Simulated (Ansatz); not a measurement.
# C4H8Sn: the cost of one run

Program: Ansatz 0.2.0. Level of theory: RKS r2SCAN-D4/def2-SVP. These are calculated values, not measurements.

**1. The starting structure**

Bond lengths: C1–C2 1.429 Å, C2–C3 1.420 Å, C2–C4 1.464 Å, C3–C4 1.389 Å, C4–Sn5 2.164 Å, C1–H6 1.165 Å, C1–H7 1.127 Å, C1–H8 1.062 Å, C3–H9 1.149 Å, C4–H10 1.061 Å, Sn5–H11 1.721 Å, Sn5–H12 1.754 Å, Sn5–H13 1.692 Å. Angles (14 of 24 angles, heavy atoms first): C1–C2–C3 150.0°, C1–C2–C4 152.5°, C3–C2–C4 57.6°, C2–C3–C4 62.8°, C2–C4–C3 59.6°, C2–C4–Sn5 109.5°, C3–C4–Sn5 112.7°, C2–C1–H6 110.8°, C2–C1–H7 110.3°, C2–C1–H8 112.9°, C2–C3–H9 150.6°, C4–C3–H9 146.5°, C2–C4–H10 112.3°, C3–C4–H10 116.7°.

As a file:

```xyz
13

C    -1.7154    0.9962    0.4753
C    -0.3140    0.7165    0.4680
C     0.8918    0.4599    1.1725
C     0.9536    0.4514   -0.2155
Sn    0.9260   -1.5489   -1.0416
H    -1.9289    2.0316    0.9655
H    -2.0992    1.1013   -0.5796
H    -2.2809    0.2639    0.9963
H     1.4763    0.3706    2.1581
H     1.3504    1.3190   -0.6801
H     0.1457   -1.5387   -2.5757
H     0.0780   -2.6145    0.0643
H     2.5370   -2.0430   -1.1927
```

**2. End point A**

Input file input.yaml:

```yaml
crystal:
  periodic: [false, false, false]
  atoms:
    - { symbol: C, position_ang: [-1.7154, 0.9962, 0.4753] }
    - { symbol: C, position_ang: [-0.314, 0.7165, 0.468] }
    - { symbol: C, position_ang: [0.8918, 0.4599, 1.1725] }
    - { symbol: C, position_ang: [0.9536, 0.4514, -0.2155] }
    - { symbol: Sn, position_ang: [0.926, -1.5489, -1.0416] }
    - { symbol: H, position_ang: [-1.9289, 2.0316, 0.9655] }
    - { symbol: H, position_ang: [-2.0992, 1.1013, -0.5796] }
    - { symbol: H, position_ang: [-2.2809, 0.2639, 0.9963] }
    - { symbol: H, position_ang: [1.4763, 0.3706, 2.1581] }
    - { symbol: H, position_ang: [1.3504, 1.319, -0.6801] }
    - { symbol: H, position_ang: [0.1457, -1.5387, -2.5757] }
    - { symbol: H, position_ang: [0.078, -2.6145, 0.0643] }
    - { symbol: H, position_ang: [2.537, -2.043, -1.1927] }
basis:
  gaussian: { orbitals: def2-SVP }
hamiltonian:
  xc: r2scan
  dispersion: d4
relax:
  f_tol: 0.015
  max_steps: 40
```

Started as:

```console
> ansatz run input.yaml --threads 2 --pin off --max-ram 3072MiB --backend cpu --events-out ev --progress --plain --runs-dir out
```

What time and memory should one allow on 2 threads of Arm Neoverse V1, shared host?

About 2.2 min, with a peak of 0.19 GiB.
